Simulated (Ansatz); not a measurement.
# SiC with a defect (Fe on a Si site): a single-point run

Wanted: field gradients for SiC with a defect (Fe on a Si site).

Computed with Ansatz 0.2.0 (Kohn-Sham DFT, with the functional, basis and potentials that each input names, unless a step's input says otherwise).

1 further run of the same task is left out (it didn't finish).

**1. The system as given**

Symmetry: P1, No. 1, triclinic system. The conventional cell has a = 6.152 Å, b = 8.138 Å, c = 10.096 Å, α = 90.00°, β = 90.00°, γ = 100.89°. Fe (site symmetry 1) is surrounded by 4 C at 1.87 to 1.94 Å. Si (site symmetry 1) is surrounded by 4 C at 1.87 to 1.94 Å. Only part of the 48 independent sites is listed.

The input asks for a charge of -1 e on the cell.

Coordinates:

```xyz
48
Lattice="6.1520 0.0000 0.0000 -4.6140 7.9917 0.0000 0.0000 0.0000 10.0960" Properties=species:S:1:pos:R:3 pbc="T T T"
Fe    0.0000    1.7759    0.0000
Si    0.0000    1.7759    5.0480
Si   -1.5380    4.4398    0.0000
Si   -1.5380    4.4398    5.0480
Si   -3.0760    7.1037    0.0000
Si   -3.0760    7.1037    5.0480
Si    3.0760    1.7759    0.0000
Si    3.0760    1.7759    5.0480
Si    1.5380    4.4398    0.0000
Si    1.5380    4.4398    5.0480
Si    0.0000    7.1037    0.0000
Si    0.0000    7.1037    5.0480
Si    1.5380    0.8880    2.5240
Si    1.5380    0.8880    7.5720
Si    0.0000    3.5519    2.5240
Si    0.0000    3.5519    7.5720
Si   -1.5380    6.2158    2.5240
Si   -1.5380    6.2158    7.5720
Si    4.6140    0.8880    2.5240
Si    4.6140    0.8880    7.5720
Si    3.0760    3.5519    2.5240
Si    3.0760    3.5519    7.5720
Si    1.5380    6.2158    2.5240
Si    1.5380    6.2158    7.5720
C     0.0000    1.7759    1.9435
C     0.0000    1.7759    6.9915
C    -1.5380    4.4398    1.9435
C    -1.5380    4.4398    6.9915
C    -3.0760    7.1037    1.9435
C    -3.0760    7.1037    6.9915
C     3.0760    1.7759    1.9435
C     3.0760    1.7759    6.9915
C     1.5380    4.4398    1.9435
C     1.5380    4.4398    6.9915
C     0.0000    7.1037    1.9435
C     0.0000    7.1037    6.9915
C     1.5380    0.8880    4.4675
C     1.5380    0.8880    9.5155
C     0.0000    3.5519    4.4675
C     0.0000    3.5519    9.5155
C    -1.5380    6.2158    4.4675
C    -1.5380    6.2158    9.5155
C     4.6140    0.8880    4.4675
C     4.6140    0.8880    9.5155
C     3.0760    3.5519    4.4675
C     3.0760    3.5519    9.5155
C     1.5380    6.2158    4.4675
C     1.5380    6.2158    9.5155
```

**2. Input and run**

input.yaml reads:

```yaml
crystal:
  lattice:
    - [6.152, 0.0, 0.0]
    - [-4.614, 7.991682426, 0.0]
    - [0.0, 0.0, 10.096]
  atoms:
    - { symbol: Fe, position: [0.1666666666, 0.2222222222, 0.0], spin: 5.0 }
    - { symbol: Si, position: [0.1666666666, 0.2222222222, 0.5] }
    - { symbol: Si, position: [0.1666666666, 0.5555555556, 0.0] }
    - { symbol: Si, position: [0.1666666666, 0.5555555556, 0.5] }
    - { symbol: Si, position: [0.1666666666, 0.8888888889, 0.0] }
    - { symbol: Si, position: [0.1666666666, 0.8888888889, 0.5] }
    - { symbol: Si, position: [0.6666666666, 0.2222222222, 0.0] }
    - { symbol: Si, position: [0.6666666666, 0.2222222222, 0.5] }
    - { symbol: Si, position: [0.6666666666, 0.5555555556, 0.0] }
    - { symbol: Si, position: [0.6666666666, 0.5555555556, 0.5] }
    - { symbol: Si, position: [0.6666666666, 0.8888888889, 0.0] }
    - { symbol: Si, position: [0.6666666666, 0.8888888889, 0.5] }
    - { symbol: Si, position: [0.3333333334, 0.1111111111, 0.25] }
    - { symbol: Si, position: [0.3333333334, 0.1111111111, 0.75] }
    - { symbol: Si, position: [0.3333333334, 0.4444444444, 0.25] }
    - { symbol: Si, position: [0.3333333334, 0.4444444444, 0.75] }
    - { symbol: Si, position: [0.3333333334, 0.7777777778, 0.25] }
    - { symbol: Si, position: [0.3333333334, 0.7777777778, 0.75] }
    - { symbol: Si, position: [0.8333333334, 0.1111111111, 0.25] }
    - { symbol: Si, position: [0.8333333334, 0.1111111111, 0.75] }
    - { symbol: Si, position: [0.8333333334, 0.4444444444, 0.25] }
    - { symbol: Si, position: [0.8333333334, 0.4444444444, 0.75] }
    - { symbol: Si, position: [0.8333333334, 0.7777777778, 0.25] }
    - { symbol: Si, position: [0.8333333334, 0.7777777778, 0.75] }
    - { symbol: C, position: [0.1666666666, 0.2222222222, 0.1925] }
    - { symbol: C, position: [0.1666666666, 0.2222222222, 0.6925] }
    - { symbol: C, position: [0.1666666666, 0.5555555556, 0.1925] }
    - { symbol: C, position: [0.1666666666, 0.5555555556, 0.6925] }
    - { symbol: C, position: [0.1666666666, 0.8888888889, 0.1925] }
    - { symbol: C, position: [0.1666666666, 0.8888888889, 0.6925] }
    - { symbol: C, position: [0.6666666666, 0.2222222222, 0.1925] }
    - { symbol: C, position: [0.6666666666, 0.2222222222, 0.6925] }
    - { symbol: C, position: [0.6666666666, 0.5555555556, 0.1925] }
    - { symbol: C, position: [0.6666666666, 0.5555555556, 0.6925] }
    - { symbol: C, position: [0.6666666666, 0.8888888889, 0.1925] }
    - { symbol: C, position: [0.6666666666, 0.8888888889, 0.6925] }
    - { symbol: C, position: [0.3333333334, 0.1111111111, 0.4425] }
    - { symbol: C, position: [0.3333333334, 0.1111111111, 0.9425] }
    - { symbol: C, position: [0.3333333334, 0.4444444444, 0.4425] }
    - { symbol: C, position: [0.3333333334, 0.4444444444, 0.9425] }
    - { symbol: C, position: [0.3333333334, 0.7777777778, 0.4425] }
    - { symbol: C, position: [0.3333333334, 0.7777777778, 0.9425] }
    - { symbol: C, position: [0.8333333334, 0.1111111111, 0.4425] }
    - { symbol: C, position: [0.8333333334, 0.1111111111, 0.9425] }
    - { symbol: C, position: [0.8333333334, 0.4444444444, 0.4425] }
    - { symbol: C, position: [0.8333333334, 0.4444444444, 0.9425] }
    - { symbol: C, position: [0.8333333334, 0.7777777778, 0.4425] }
    - { symbol: C, position: [0.8333333334, 0.7777777778, 0.9425] }
magnetization:
  spin_polarized: true
total_charge: -1
kpoints:
  mp_grid: { grid: [4, 3, 2] }
scf:
  occupations: { method: fermi_dirac, width: 0.01 }
  max_iter: 75
hamiltonian:
  xc: pbe
  pseudopotentials: { kind: paw }
  hubbard: { sites: [{ species: Fe, l: d, u_eff: -5.0 }] }
output:
  forces: true
  stress: true
  populations: true
  efg: { quadrupole_moments_barn: { Fe: 0.16 }, contact_densities: true }
```

The run is started by

```
$ ansatz run input.yaml --threads 4 --pin off --max-ram 8192MiB --backend cpu --events-out ev --progress --plain --runs-dir out
```

What happens when this is run?

This run ends as converged, with warnings (given moment on shells, seeded moment not kept). Its log warns: «where an SCF of this run starts from atoms to list the orders of its open shells, Fe (site 0, from 0) starts with 4.00 μB on its 3d shell ...»

The suspect setting: hamiltonian.hubbard.sites is [{species: Fe, l: d, u_eff: -5.0}]. The Hubbard parameter is far from any physical value.

The test: delete hamiltonian.hubbard.sites.
